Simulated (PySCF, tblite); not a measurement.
# C₇H₁₅Al: geometry, infrared bands, NMR shifts, electronic excitations and core binding energies

Wanted: the infrared bands, NMR shifts, electronic excitations and core binding energies of C₇H₁₅Al (`CCC[C@H]1C[CH2][AlH][CH2]1`), by calculation.

Programs: tblite 0.8.0 and PySCF 2.14.0, with density-fitted response routines of our own. Each step states its level of theory. These are calculated values for one molecule in the gas phase, unless marked as measured. Atoms count from 0, in the outputs and in this text.

## (1) The starting structure

23 atoms, charge 0, multiplicity 1; geometry from: force field or distance geometry start.

Bonds of the start (Å): C0–C1 1.51, C1–C2 1.55, C2–C3 1.54, C3–C4 1.54, C4–C5 1.53, C5–Al6 1.96, Al6–C7 1.96, C7–C3 1.55, C0–H8 1.11, C0–H9 1.11, C0–H10 1.11, C1–H11 1.10, C1–H12 1.12, C2–H13 1.11, C2–H14 1.13, C3–H15 1.09, C4–H16 1.12, C4–H17 1.11, C5–H18 1.10, C5–H19 1.12, Al6–H20 1.59, C7–H21 1.11, C7–H22 1.10.

## (2) Optimising the geometry with GFN2-xTB

Job settings and geometry (Å):

```
{"job": {"kind": "relax", "xc": "GFN2-xTB", "basis": "xTB"}, "charge": 0, "multiplicity": 1}
C     -3.397800     0.042300     0.118300
C     -2.023200    -0.353100    -0.380000
C     -0.915500     0.457900     0.334100
C      0.483500     0.144500    -0.215600
C      1.526400     1.113500     0.380300
C      2.936600     0.679800    -0.017200
Al     2.867700    -1.277900    -0.009300
C      0.912800    -1.303700     0.113100
H     -4.170200    -0.569700    -0.397300
H     -3.602300     1.115700    -0.097200
H     -3.497000    -0.127400     1.211700
H     -1.967800    -0.198400    -1.467100
H     -1.877900    -1.438500    -0.155700
H     -0.958500     0.273300     1.424100
H     -1.133300     1.550900     0.165600
H      0.476000     0.271500    -1.301300
H      1.341000     2.148900     0.003400
H      1.444700     1.125200     1.483300
H      3.200000     1.038000    -1.028700
H      3.686300     1.061800     0.727700
H      3.559600    -2.112200    -1.168300
H      0.612200    -1.608400     1.138200
H      0.492000    -2.007300    -0.624500
```

Run with:

```console
> OMP_NUM_THREADS=1 python probes_run.py task.json out
```

One launch serves the whole session: the jobs run in the order shown.

**Question.** This job is followed by: GFN2-xTB harmonic vibrations, gas phase; PBE0-D3(BJ)/def2-SVP geometry optimisation, gas phase; GIAO PBE0/pcSseg-1 NMR shielding, non-relativistic, gas phase; TDDFT PBE0/def2-SVPD, vertical, gas phase, core orbitals frozen in the response; GIAO HF/pcSseg-1 NMR shielding, non-relativistic, gas phase; delta-SCF UKS SCAN, pcX-2 on the ionised atom, pcseg-1 elsewhere, spin-free X2C. What will the session give for the following? strongest single infrared mode (GFN2-xTB); zero-point energy (GFN2-xTB); point group; rotational constants (main isotopes); 13C shifts against TMS (PBE0/pcSseg-1); 1H shifts against TMS (PBE0/pcSseg-1, means over atoms taken as alike); 27Al shifts against AlH4- (PBE0/pcSseg-1); surface potential, 1st and 99th percentile; lowest singlet (PBE0/def2-SVPD); brightest single state of those computed; lowest triplet; vertical ionisation energy (ΔSCF); C1s binding energies, SCAN/pcX-2; Al1s binding energies, SCAN/pcX-2; Al2p binding energies, SCAN/pcX-2; range of the shift of Al6.

As calculated:

| quantity | value |
| --- | --- |
| strongest single infrared mode (GFN2-xTB) | 1816 cm⁻¹, 612 km/mol |
| zero-point energy (GFN2-xTB) | 123.8 kcal/mol |
| point group | C1 |
| rotational constants (main isotopes) | 4.10, 0.78, 0.68 GHz |
| 13C shifts against TMS (PBE0/pcSseg-1) | 46.0, 44.2, 38.5, 25.1, 18.5, 16.9, 13.5 ppm |
| 1H shifts against TMS (PBE0/pcSseg-1, means over atoms taken as alike) | 5.89, 2.13, 1.60, 1.48, 1.04, 1.01, 1.01, 0.87, 0.77, 0.75, 0.71, 0.06, -0.75 ppm |
| 27Al shifts against AlH4- (PBE0/pcSseg-1) | 251.5 ppm |
| surface potential, 1st and 99th percentile | -0.50 V and 2.58 V |
| lowest singlet (PBE0/def2-SVPD) | 4.60 eV (270 nm), f = 0.000 |
| brightest single state of those computed | state 6, 6.79 eV, f = 0.096 |
| lowest triplet | 4.30 eV |
| vertical ionisation energy (ΔSCF) | 8.82 eV |
| C1s binding energies, SCAN/pcX-2 | C0 290.36, C1 290.21, C3 290.10, C4 290.10, C2 289.98, C5 289.29, C7 289.19 eV |
| Al1s binding energies, SCAN/pcX-2 | Al6 1566.21 eV |
| Al2p binding energies, SCAN/pcX-2 | Al6 79.87 eV |
| range of the shift of Al6 | 213.1 to 251.5 ppm |

In words: The optimisation took 83 steps and gained 0.720 eV; among the close pairs (by a distance rule), Al6–H20 changed most, from 1.587 to 1.542 Å (GFN2-xTB). No mode is imaginary among the 63: a minimum at this level. The strongest single mode, at 1816 cm⁻¹, moves mainly H20. Unscaled tight-binding wavenumbers are off by several per cent, some by more. Its intensities can rank the bands wrongly. The optimisation took 7 steps and gained 0.252 eV; among the close pairs (by a distance rule), Al6–H20 changed most, from 1.523 to 1.594 Å (PBE0/def2-SVP). No frequency check was run at this level, so the end point may be a saddle. At PBE0/pcSseg-1: The widest tensor belongs to Al6: span 135 ppm, with a paramagnetic part of -558 ppm. By nearest atom (PBE0/pcSseg-1), the HOMO sits on C5, C7 about 25 % each; Al6 17 % and the LUMO on Al6 51 %; H20 20 %. The lowest singlet, at 4.60 eV, is HOMO→LUMO 0.99 and is dark; of the 10 states computed, the strongest absorption comes from state 6 at 6.79 eV. The lowest triplet lies 0.30 eV below the lowest singlet (triplets in Tamm-Dancoff, singlets in full TDDFT). ΔSCF puts the ionisation energy at 8.82 eV, 1.81 eV above −ε(HOMO). The C1s levels kept as sound span 1.17 eV, from C7 (sp3 CH2 bonded to Al) up to C0 (methyl carbon). In ppm, Al6 moves most: its shift spreads over 38.4 ppm, from 213.1 (HF/pcSseg-1) to 251.5 (PBE0/pcSseg-1).
